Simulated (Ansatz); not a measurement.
**CH₇AlSn: basis-set convergence**

Aim: see how fast density functionals converge with the basis set for CH₇AlSn.

Computed with Ansatz 0.2.0, Gaussian basis. Level: one geometry, several basis sets.

Plan: PBE0-D4/def2-SVP; ωB97M-V/def2-SVP; PBE0-D4/def2-QZVPP; ωB97M-V/def2-QZVPP; the functionals' def2-TZVPP values are taken from earlier runs.

## (1) The relaxed structure

The geometry comes from an earlier relaxation with PBE0-D4 in a triple-zeta def2 set; it is a stationary point, not always the lowest conformer. Sn takes the def2 core potential; no spin-orbit term is included.

SMILES `[CH3][SnH2][AlH2]`, 10 atoms, charge 0, spin multiplicity 1.

Atoms are counted from 1 here; the program's logs count them from 0.

Bond lengths: C1–Sn2 2.152 Å, C1–H4 1.090 Å, C1–H5 1.090 Å, C1–H6 1.090 Å, Sn2–Al3 2.662 Å, Sn2–H7 1.719 Å, Sn2–H8 1.718 Å, Al3–H9 1.591 Å, Al3–H10 1.590 Å. Angles: Sn2–C1–H4 109.7°, Sn2–C1–H5 110.0°, Sn2–C1–H6 110.0°, H4–C1–H5 109.1°, H4–C1–H6 109.1°, H5–C1–H6 108.9°, C1–Sn2–Al3 114.5°, C1–Sn2–H7 107.3°, C1–Sn2–H8 107.4°, Al3–Sn2–H7 110.7°, Al3–Sn2–H8 111.2°, H7–Sn2–H8 105.4°, Sn2–Al3–H9 120.9°, Sn2–Al3–H10 120.7°, H9–Al3–H10 118.4°.

## (2) PBE0-D4 in def2-SVP

File in.yaml:

```yaml
crystal:
  periodic: [false, false, false]
  atoms:
    - {symbol: C, position_ang: [-1.549969, 0.673395, -0.643768]}
    - {symbol: Sn, position_ang: [0.346905, -0.341352, -0.689297]}
    - {symbol: Al, position_ang: [1.590533, -0.458451, 1.660938]}
    - {symbol: H, position_ang: [-1.995775, 0.664391, -1.638376]}
    - {symbol: H, position_ang: [-2.223433, 0.174562, 0.053222]}
    - {symbol: H, position_ang: [-1.413406, 1.706504, -0.324098]}
    - {symbol: H, position_ang: [0.066210, -1.920517, -1.306862]}
    - {symbol: H, position_ang: [1.320615, 0.442907, -1.867834]}
    - {symbol: H, position_ang: [0.894632, 0.092351, 2.981048]}
    - {symbol: H, position_ang: [3.046689, -1.085089, 1.777926]}
basis:
  gaussian: {orbitals: def2-SVP}
hamiltonian: {xc: pbe0, dispersion: d4}
output: {orbitals: {seedname: orbitals}}
```

Command:

```
$ ansatz run in.yaml --threads 2 --pin off --events-out ev --progress --plain --max-ram 4352MiB
```

Further steps of the session: ωB97M-V in def2-SVP; PBE0-D4 in def2-QZVPP; ωB97M-V in def2-QZVPP.

Before running them: what should the planned runs give, taken together? Wanted: PBE0-D4: double and triple zeta above quadruple; ωB97M-V: double and triple zeta above quadruple.

The runs gave:

| quantity | value |
| --- | --- |
| PBE0-D4: double and triple zeta above quadruple | 4.16, 0.32 eV |
| ωB97M-V: double and triple zeta above quadruple | 4.32, 0.33 eV |

PBE0-D4 gains 3.83 eV from double to triple zeta, then 0.32 eV more. These are total energies; as a rule much of such shifts cancels in differences, which this series doesn't test.
